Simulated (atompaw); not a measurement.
**Niobium: generating and testing a PAW (atompaw) potential**

Task: generate the file, and judge it by its logarithmic derivatives, its ghosts and its cutoff.

Program: atompaw 4.2.0.5. Reference atom: PBE, non-relativistic, spherical and spin-unpolarised. All values are calculated.

### Step 1. Settings

The settings as typed:

* element: niobium (Nb, Z = 41)
* type: PAW
* frozen core: [Ar] 3d10
* valence charge: 13
* reference configuration: 4s2 4p6 4d4 5s0.5 5p0 (charge +0.5)
* partial waves: 4s (bound): rc 1.80 bohr; 5s (bound): rc 2.25 bohr; 4p (bound): rc 1.90 bohr; 5p (bound, empty): rc 1.90 bohr; 4d (bound): rc 2.25 bohr; 4d channel at 4.35 Ry: rc 2.25 bohr
* local potential: ultrasoft scheme with l = 3 at 0 Ry, radius 1.90 bohr
* core correction: smooth core density matched at 1.60 bohr
* augmentation charge: gaussian compensation charge, radius 1.75 bohr; PAW radius 2.25 bohr; waves and projectors: custom rrkj gramschmidtortho

### Step 2. The generation run

Nb.input

```
Nb 41
GGA-PBE loggrid 1500 logderivrange -6 5 276
5 5 4 0 0 0
5 0 0.5
5 1 0
4 2 4
0 0 0
c
c
c
v
v
c
c
v
v
c
v
2
2.25 1.75 1.90 1.60
n
n
y
4.35
n
custom rrkj gramschmidtortho gaussian
3 0 ultrasoft
1.80
2.25
1.90
1.90
2.25
2.25
PWSCFOUT
UPFDX 0.0125d0 UPFXMIN -7.d0 UPFZMESH 41.d0
END
```

Launch:

```
$ atompaw < Nb.input > Nb.log
```

Before running it: what results should come out? Wanted: cutoffs for 10 and 1 mRy, occupied levels; bound ghosts; largest phase difference near zero energy, channels read; lowest eigenvalue of the overlap; share of valence orbitals outside the PAW sphere; UPF file.

The runs gave:

```
                                                quantity                                      value
               cutoffs for 10 and 1 mRy, occupied levels                            25 Ry and 40 Ry
                                            bound ghosts                                 none found
largest phase difference near zero energy, channels read                                  0.009 rad
         lowest eigenvalue of the overlap (Bessel basis)                                  0.046 (p)
        share of valence orbitals outside the PAW sphere  4s 2 %, 5s 89 %, 4p 4 %, 5p 96 %, 4d 35 %
                                                UPF file                                    written
```

**Reading.** By its cutoff, 25 Ry for the looser tolerance, it is soft on the atom at that tolerance. No bound ghost shows below the valence levels. Near zero energy the phases of the channels with partial waves agree within 0.009 rad.
